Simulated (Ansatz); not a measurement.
# Cl₃HHfSe: one species, many methods

One table from this session's results is given with a row withheld; the runs are named, their logs left out.

Program: Ansatz 0.2.0, Gaussian basis. Level of theory: functionals in def2-TZVPP, the program's frozen cores in correlated methods. These are calculated values, not measurements.

The runs, in order: LDA (SPW92), PBE-D4, revPBE-D4, BLYP-D4, r2SCAN-D4, B97M-V, PBE0-D4, B3LYP-D4, r2SCANh-D4, r2SCAN0-D4, HSE06-D4, BHLYP-D4, CAM-B3LYP-D4, LC-ωPBE, ωB97X-V, ωB97M-V, B2PLYP, PBE-QIDH; CCSD(T)/def2-SVP; CCSD(T)/def2-TZVPP; MP2/def2-QZVPP; extrapolation to the limit; RPA on PBE.

### The relaxed structure

All runs share one geometry, relaxed beforehand with PBE0-D4 in a triple-zeta def2 set. Hf takes the def2 core potential; no spin-orbit term is included.

SMILES `[Cl][Hf]([Cl])([Cl])[SeH]`, 6 atoms, charge 0, spin multiplicity 1.

Atoms are counted from 1 here; the program's logs count them from 0.

Bond lengths: Cl1–Hf2 2.323 Å, Hf2–Cl3 2.323 Å, Hf2–Cl4 2.316 Å, Hf2–Se5 2.550 Å, Se5–H6 1.475 Å. Angles: Cl1–Hf2–Cl3 108.6°, Cl1–Hf2–Cl4 111.8°, Cl1–Hf2–Se5 109.5°, Cl3–Hf2–Cl4 111.8°, Cl3–Hf2–Se5 109.5°, Cl4–Hf2–Se5 105.6°, Hf2–Se5–H6 87.5°.

Geometry (Å):

```
atom    x (Å)    y (Å)    z (Å)
 Cl1  -2.2656  -0.5195  -0.6872
 Hf2   0.0310  -0.3927  -0.3642
 Cl3   0.9400   0.9610  -2.0182
 Cl4   1.0124  -2.4901  -0.3350
 Se5   0.5121   0.6233   1.9251
  H6  -0.2300   1.8180   1.4795
```

Set-up of the first run:

Contents of in.yaml:

```yaml
crystal:
  periodic: [false, false, false]
  atoms:
    - {symbol: Cl, position_ang: [-2.265633, -0.519496, -0.687224]}
    - {symbol: Hf, position_ang: [0.031033, -0.392730, -0.364205]}
    - {symbol: Cl, position_ang: [0.940043, 0.960989, -2.018234]}
    - {symbol: Cl, position_ang: [1.012393, -2.490128, -0.334952]}
    - {symbol: Se, position_ang: [0.512148, 0.623334, 1.925078]}
    - {symbol: H, position_ang: [-0.229983, 1.818042, 1.479526]}
basis:
  gaussian: {orbitals: def2-TZVPP}
hamiltonian: {xc: lda}
output: {orbitals: {seedname: orbitals}}
```

The run is started by

```bash
> ansatz run in.yaml --threads 4 --pin off --events-out ev --progress --plain --max-ram 10444MiB
```

Steps of the session up to this table: LDA; PBE-D4 (GGA); revPBE-D4 (GGA); BLYP-D4 (GGA); r2SCAN-D4 (meta-GGA); B97M-V (meta-GGA); B3LYP-D4 (hybrid); r2SCANh-D4 (hybrid); r2SCAN0-D4 (hybrid); HSE06-D4 (hybrid); BHLYP-D4 (hybrid); CAM-B3LYP-D4 (range-separated); LC-ωPBE (range-separated); ωB97X-V (range-separated); ωB97M-V (range-separated); B2PLYP (double hybrid); PBE-QIDH (double hybrid).

One of the session's tables, all rows but one given; the rest of the session is left out.

It belongs to the step «Frontier levels by functional». 

```
  functional  HOMO (eV)  LUMO (eV)  gap (eV)
 LDA (SPW92)      -6.81      -3.36      3.46
      PBE-D4      -6.64      -3.12      3.53
   revPBE-D4      -6.58      -3.03      3.55
     BLYP-D4      -6.45      -2.96      3.49
   r2SCAN-D4      -6.95      -2.97      3.98
      B97M-V      -6.96      -2.91      4.05
     PBE0-D4      -7.78      -2.32      5.45
    B3LYP-D4      -7.52      -2.50      5.02
  r2SCANh-D4      -7.36      -2.67      4.68
  r2SCAN0-D4      -7.98      -2.22      5.75
    HSE06-D4      -7.38      -2.70      4.68
    BHLYP-D4      -8.73      -1.33      7.39
CAM-B3LYP-D4          ?          ?         ?
     LC-ωPBE     -10.37      -0.12     10.24
     ωB97X-V     -10.02      -0.19      9.83
     ωB97M-V      -9.86      -0.25      9.61
```

Q: Estimate the row for CAM-B3LYP-D4 from the others.

As computed: HOMO (eV): -9.00; LUMO (eV): -1.21; gap (eV): 7.79. In the column «HOMO (eV)» it lies between ωB97M-V (-9.86) and BHLYP-D4 (-8.73).
